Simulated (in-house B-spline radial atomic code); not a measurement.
# Excited states and polarisability of Tc⁴¹⁺ by several methods

The task here is to estimate one member of a computed series from the others.

Method: linear response of a closed shell, each method with its own adiabatic kernel; spin-free one-electron X2C, finite nucleus; B-spline basis; no spin-orbit coupling, no double excitations; only terms of natural parity, (−1)^L, with L up to 3 are computed. Code: in-house B-spline radial atomic code version 1.

**Starting point**

- element: technetium (Z = 43)
- charge: +41
- configuration: 1s2
- runs: TDHF; PBE; RPBE; ωB97X; HSE06; BSE on G0W0@HF

Outer shells as boxes (Hund's rule):

Tc⁴¹⁺
```
1s [↑↓]
```

Set-up of the first run:

The run's settings:

```ini
Z = 43
electrons = 2.0
configuration = 1s2
hamiltonian = x2c
method = hf
box_radius = 3.13
rms_radius = 4.411169945885085
intervals = 64
```

The run is started by

```console
$ python run_td.py task.json out
```

The settings of every run stand in task.json; they run in order.

Steps of the session up to this table: TDHF.

One of the session's tables, all rows but one given; the rest of the session is left out.

It belongs to the step «TDHF». The states in eV; those that feel the box are left out:

| state | full (eV) | Tamm-Dancoff (eV) |
| --- | --- | --- |
| 1s→2s ³S | 18773.1 | 18773.2 |
| 1s→2s ¹S | 18831.5 | 18831.6 |
| 1s→2p ³P | 18926.8 | 18926.8 |
| 1s→2p ¹P | 18965.7 | 18965.7 |
| 1s→3s ³S | 22284.4 | 22284.4 |
| 1s→3s ¹S | 22299.7 | 22299.7 |
| 1s→3p ³P | 22328.8 | 22328.9 |
| 1s→3p ¹P | 22339.4 | 22339.4 |
| 1s→3d ³D | ? | ? |
| 1s→3d ¹D | 22360.0 | 22360.0 |
| 1s→4s ³S | 23500.1 | 23500.1 |
| 1s→4s ¹S | 23506.2 | 23506.2 |
| 1s→4p ³P | 23518.6 | 23518.6 |
| 1s→4p ¹P | 23522.9 | 23522.9 |

**Question.** Estimate the row for 1s→3d ³D.

The run gave: full (eV): 22359.5; Tamm-Dancoff (eV): 22359.5. In the column «full (eV)» it lies between 1s→3p ¹P (22339.4) and 1s→3d ¹D (22360.0).
